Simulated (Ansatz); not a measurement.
# CH2BNO2: the cost of one run

Program: Ansatz 0.2.0. Level of theory: RKS BHLYP-D4/def2-SVP. These are calculated values, not measurements.

## (1) The system as given

Bond lengths: N1–C2 1.202 Å, C2–O3 1.387 Å, O3–B4 1.504 Å, B4–O5 1.484 Å, B4–H6 1.165 Å, O5–H7 0.971 Å. Angles: N1–C2–O3 178.1°, C2–O3–B4 118.3°, O3–B4–O5 116.4°, O3–B4–H6 122.4°, O5–B4–H6 120.4°, B4–O5–H7 106.0°.

As a file:

```xyz
7

N     0.6702   -2.1207    1.9518
C     0.3214   -1.5400    0.9587
O    -0.0581   -0.9004   -0.2124
B     0.1596    0.5839   -0.3168
O    -0.2885    1.2285   -1.5761
H     0.4823    1.2336    0.5945
H    -1.2257    1.4470   -1.4455
```

## (2) Relaxing end A

The input, input.yaml:

```yaml
crystal:
  periodic: [false, false, false]
  atoms:
    - { symbol: "N", position_ang: [0.6702, -2.1207, 1.9518] }
    - { symbol: C, position_ang: [0.3214, -1.54, 0.9587] }
    - { symbol: O, position_ang: [-0.0581, -0.9004, -0.2124] }
    - { symbol: B, position_ang: [0.1596, 0.5839, -0.3168] }
    - { symbol: O, position_ang: [-0.2885, 1.2285, -1.5761] }
    - { symbol: H, position_ang: [0.4823, 1.2336, 0.5945] }
    - { symbol: H, position_ang: [-1.2257, 1.447, -1.4455] }
basis:
  gaussian: { orbitals: def2-SVP }
hamiltonian:
  xc: { name: BHLYP }
  dispersion: d4
relax:
  f_tol: 0.02
  max_steps: 50
output:
  orbitals: {}
```

Launch:

```
$ ansatz run input.yaml --threads 1 --pin off --max-ram 2048MiB --backend cpu --events-out ev --progress --plain --runs-dir out
```

**Question.** How long does this run take on 1 thread of Intel Xeon at 2.50GHz (Skylake/Cascade Lake), shared host, and how much memory does it need?

About 97 s, with a peak of 0.15 GiB.
